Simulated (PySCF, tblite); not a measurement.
# C₆H₅PS: geometry, infrared bands and NMR shifts

What infrared bands and NMR shifts should C₆H₅PS (`C#Cc1cpc(C)s1`) show?

Computed with tblite 0.8.0 and PySCF 2.14.0, with density-fitted response routines of our own, on a single molecule in the gas phase. Atoms are numbered from 0 throughout.

## Step 1: The starting structure

13 atoms, charge 0, multiplicity 1; geometry from: force field or distance geometry start.

Bonds of the start (Å): C0–C1 1.21, C1–C2 1.42, C2–C3 1.37, C3–P4 1.83, P4–C5 1.85, C5–C6 1.49, C5–S7 1.74, S7–C2 1.73, C0–H8 1.06, C3–H9 1.09, C6–H10 1.09, C6–H11 1.09, C6–H12 1.10.

## Step 2: Optimising the geometry with GFN2-xTB

Job settings and geometry (Å):

```
{"job": {"kind": "relax", "xc": "GFN2-xTB", "basis": "xTB"}, "charge": 0, "multiplicity": 1}
C      3.686700     0.856300    -0.327100
C      2.542900     0.483900    -0.194700
C      1.210900     0.022200    -0.013000
C      0.887000    -1.234900     0.431500
P     -0.856000    -1.763700     0.641500
C     -1.359400    -0.093300     0.034700
C     -2.789500     0.287900    -0.095500
S     -0.126500     1.062000    -0.376300
H      4.684200     1.196500    -0.451600
H      1.634400    -1.979000     0.705000
H     -3.022300     1.145600     0.541600
H     -3.030400     0.544500    -1.126900
H     -3.466200    -0.527500     0.213100
```

The run is started by

```sh
$ OMP_NUM_THREADS=1 python probes_run.py task.json out
```

One launch serves the whole session: the jobs run in the order shown.

**Question.** This job is followed by: GFN2-xTB harmonic vibrations, gas phase; GIAO PBE0/pcSseg-1 NMR shielding, non-relativistic, gas phase. What will the session give for the following? strongest single infrared mode (GFN2-xTB); zero-point energy (GFN2-xTB); 13C shifts against TMS (PBE0/pcSseg-1); 1H shifts against TMS (PBE0/pcSseg-1, means over atoms taken as alike); 31P shifts against H3PO4 (PBE0/pcSseg-1); 33S shifts against CS2 (PBE0/pcSseg-1).

**Answer**, as computed:

| quantity | value |
| --- | --- |
| strongest single infrared mode (GFN2-xTB) | 1238 cm⁻¹, 18 km/mol |
| zero-point energy (GFN2-xTB) | 53.7 kcal/mol |
| 13C shifts against TMS (PBE0/pcSseg-1) | 198.6, 160.1, 142.8, 93.3, 81.4, 21.6 ppm |
| 1H shifts against TMS (PBE0/pcSseg-1, means over atoms taken as alike) | 8.19, 3.28, 3.04 ppm |
| 31P shifts against H3PO4 (PBE0/pcSseg-1) | 223.0 ppm |
| 33S shifts against CS2 (PBE0/pcSseg-1) | 371 ppm |

Relaxing lowered the energy by 0.383 eV in 30 steps; the close pair that moved most is P4–C5, from 1.847 to 1.717 Å. No mode is imaginary among the 33: a minimum at this level. The strongest single mode, at 1238 cm⁻¹, moves mainly C5. Unscaled tight-binding wavenumbers are off by several per cent, some by more. Its intensities can rank the bands wrongly. At PBE0/pcSseg-1: Shielding is most anisotropic at P4 (span 467 ppm, paramagnetic term -873 ppm). NICS(1)zz of -22 ppm above the planar ring from C2 marks a diatropic (aromatic) ring current.
